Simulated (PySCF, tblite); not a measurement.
# C₄H₆FNSi: geometry, infrared bands and NMR shifts

Aim: predict the infrared bands and NMR shifts of C₄H₆FNSi (`N#C/C=C\[C@H](F)[SiH3]`).

Programs: tblite 0.8.0 and PySCF 2.14.0, with density-fitted response routines of our own. Each step states its level of theory. These are calculated values for one molecule in the gas phase, unless marked as measured. Atoms are numbered from 0 throughout.

### Step 1. The molecule as given

13 atoms, charge 0, multiplicity 1; geometry from: force field or distance geometry start.

Bonds of the start (Å): N0–C1 1.17, C1–C2 1.42, C2–C3 1.34, C3–C4 1.50, C4–F5 1.38, C4–Si6 1.86, C2–H7 1.07, C3–H8 1.06, C4–H9 1.11, Si6–H10 1.47, Si6–H11 1.48, Si6–H12 1.47.

### Step 2. Relaxing the molecule with GFN2-xTB

Job settings and geometry (Å):

```
{"job": {"kind": "relax", "xc": "GFN2-xTB", "basis": "xTB"}, "charge": 0, "multiplicity": 1}
N      2.115100    -2.079000     0.660700
C      1.929900    -0.944500     0.452500
C      1.708500     0.443800     0.226100
C      0.618100     0.903900    -0.396400
C     -0.425700    -0.072600    -0.855400
F     -0.933300     0.295700    -2.079500
Si    -1.729700    -0.166300     0.467200
H      2.427700     1.163400     0.552500
H      0.469200     1.943000    -0.554700
H      0.046200    -1.065400    -0.968900
H     -2.831000    -1.044500     0.063200
H     -2.316800     1.170700     0.685800
H     -1.082500    -0.547800     1.729300
```

Command:

```sh
$ OMP_NUM_THREADS=1 python probes_run.py task.json out
```

The driver reads the jobs from task.json and runs them one after another.

**Question.** This job is followed by: GFN2-xTB harmonic vibrations, gas phase; GIAO PBE0/pcSseg-1 NMR shielding, non-relativistic, gas phase. Predict these results of the whole session: strongest single infrared mode (GFN2-xTB); zero-point energy (GFN2-xTB); ¹³C shifts against TMS (PBE0/pcSseg-1); ¹H shifts against TMS (PBE0/pcSseg-1, means over atoms taken as alike); ¹⁵N shifts against NH3 (PBE0/pcSseg-1); ¹⁹F shifts against CFCl3 (PBE0/pcSseg-1); ²⁹Si shifts against TMS (PBE0/pcSseg-1).

The runs gave:

| quantity | value |
| --- | --- |
| strongest single infrared mode (GFN2-xTB) | 775 cm⁻¹, 354 km/mol |
| zero-point energy (GFN2-xTB) | 52.3 kcal/mol |
| ¹³C shifts against TMS (PBE0/pcSseg-1) | 167.5, 120.4, 98.1, 91.7 ppm |
| ¹H shifts against TMS (PBE0/pcSseg-1, means over atoms taken as alike) | 7.45, 6.27, 5.17, 4.06 ppm |
| ¹⁵N shifts against NH3 (PBE0/pcSseg-1) | 336.1 ppm |
| ¹⁹F shifts against CFCl3 (PBE0/pcSseg-1) | -249.6 ppm |
| ²⁹Si shifts against TMS (PBE0/pcSseg-1) | -68.6 ppm |

In words: Over 81 steps the energy fell by 0.232 eV; of the close pairs, C4–Si6 changed most, 1.860 to 1.945 Å. All 33 modes are real, so the xTB geometry is a minimum. GFN2-xTB is a fitted tight-binding method: band positions and strengths are rough. Its intensities can rank the bands wrongly. At PBE0/pcSseg-1: Shielding is most anisotropic at N0 (span 414 ppm, paramagnetic term -409 ppm).
